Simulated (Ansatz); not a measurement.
# Ti8O13: the cost of one run

Method: DFT PBEsol, scalar-relativistic, plane waves, PAW, in Ansatz 0.2.0.

**1. The structure to begin with**

Symmetry: R-3, No. 148, trigonal system. The conventional cell has a = 7.685 Å, b = 7.685 Å, c = 13.908 Å, α = 90.00°, β = 90.00°, γ = 120.00°. Ti (site symmetry 1) has 6 O at 1.94 to 2.08 Å in its first shell of neighbours. Ti (site symmetry 3) is surrounded by 6 O at 1.85 to 2.11 Å. Around O (site symmetry -3) lie 6 Ti at 2.04 Å. O (site symmetry 1) has 3 Ti at 1.85 to 2.03 Å in its first shell of neighbours. O (site symmetry 1) has 4 Ti at 2.01 to 2.11 Å in its first shell of neighbours.

As a file:

```xyz
21
Lattice="3.8426 2.2185 4.6360 -3.8426 2.2185 4.6360 0.0000 -4.4371 4.6360" Properties=species:S:1:pos:R:3 pbc="T T T"
Ti   -0.9896    3.0770    8.1226
Ti    0.0000    0.0000   10.0629
Ti   -2.1700   -2.3956    8.1226
Ti   -3.1596    0.6815    5.7854
Ti    3.1596   -0.6815    8.1226
Ti    2.1700    2.3956    5.7854
Ti    0.0000    0.0000    3.8451
Ti    0.9896   -3.0770    5.7854
O     0.0000    0.0000    0.0000
O    -0.3381    1.6209    9.2276
O    -2.3114    2.0184    7.0453
O    -1.2347   -1.1033    9.2276
O    -2.9036   -0.9925    6.8627
O     0.5923    3.0109    6.8627
O     1.5728   -0.5176    9.2276
O    -1.5728    0.5176    4.6804
O    -0.5923   -3.0109    7.0453
O     2.9036    0.9925    7.0453
O     1.2347    1.1033    4.6804
O     2.3114   -2.0184    6.8627
O     0.3381   -1.6209    4.6804
```

It goes back to an entry of the Materials Project, which need not be the stable form.

It is the result of an earlier relaxation at this level (volume 11.29 Å³/atom; gap on the mesh: 0.23 eV).

**2. Seeking the band edges over the whole zone**

input.yaml reads:

```yaml
crystal:
  lattice:
    - [3.8426384051, 2.2185483176, 4.6359876284]
    - [-3.8426384051, 2.2185483176, 4.6359876284]
    - [0.0, -4.4370966352, 4.6359876284]
  atoms:
    - { symbol: Ti, position: [0.6864126491, 0.9439527202, 0.1217027028] }
    - { symbol: Ti, position: [0.7235356168, 0.7235356168, 0.7235356168] }
    - { symbol: Ti, position: [0.1217027028, 0.6864126491, 0.9439527202] }
    - { symbol: Ti, position: [0.0560472798, 0.8782972972, 0.3135873509] }
    - { symbol: Ti, position: [0.9439527202, 0.1217027028, 0.6864126491] }
    - { symbol: Ti, position: [0.8782972972, 0.3135873509, 0.0560472798] }
    - { symbol: Ti, position: [0.2764643832, 0.2764643832, 0.2764643832] }
    - { symbol: Ti, position: [0.3135873509, 0.0560472798, 0.8782972972] }
    - { symbol: O, position: [0.0, 0.0, 0.0] }
    - { symbol: O, position: [0.7412494238, 0.8292397216, 0.4199360606] }
    - { symbol: O, position: [0.3574417497, 0.958947287, 0.2033095574] }
    - { symbol: O, position: [0.4199360606, 0.7412494238, 0.8292397216] }
    - { symbol: O, position: [0.041052713, 0.7966904426, 0.6425582503] }
    - { symbol: O, position: [0.7966904426, 0.6425582503, 0.041052713] }
    - { symbol: O, position: [0.8292397216, 0.4199360606, 0.7412494238] }
    - { symbol: O, position: [0.1707602784, 0.5800639394, 0.2587505762] }
    - { symbol: O, position: [0.2033095574, 0.3574417497, 0.958947287] }
    - { symbol: O, position: [0.958947287, 0.2033095574, 0.3574417497] }
    - { symbol: O, position: [0.5800639394, 0.2587505762, 0.1707602784] }
    - { symbol: O, position: [0.6425582503, 0.041052713, 0.7966904426] }
    - { symbol: O, position: [0.2587505762, 0.1707602784, 0.5800639394] }
basis:
  ecutwfc: 420
kpoints:
  mp_grid: { grid: [6, 6, 6] }
  band_path: { path: [VBM, CBM], npoints: 2 }
hamiltonian:
  xc: pbesol
scf:
  occupations: { method: gaussian, width: 0.02 }
output:
  forces: false
  stress: false
  eigenvalues: true
checkpoint:
  read: start.run
  write: ck
  compress: false
  write_wavefunctions: false
  write_every: 100000
```

Command:

```console
ansatz run input.yaml --threads 4 --pin off --max-ram 10240MiB --backend cpu --events-out ev --progress --plain --runs-dir out
```

Q: Estimate wall time and peak memory on 4 threads of Oxide Virtual Turin-like (Zen 5), shared host.

About 34 s, with a peak of 1.3 GiB.
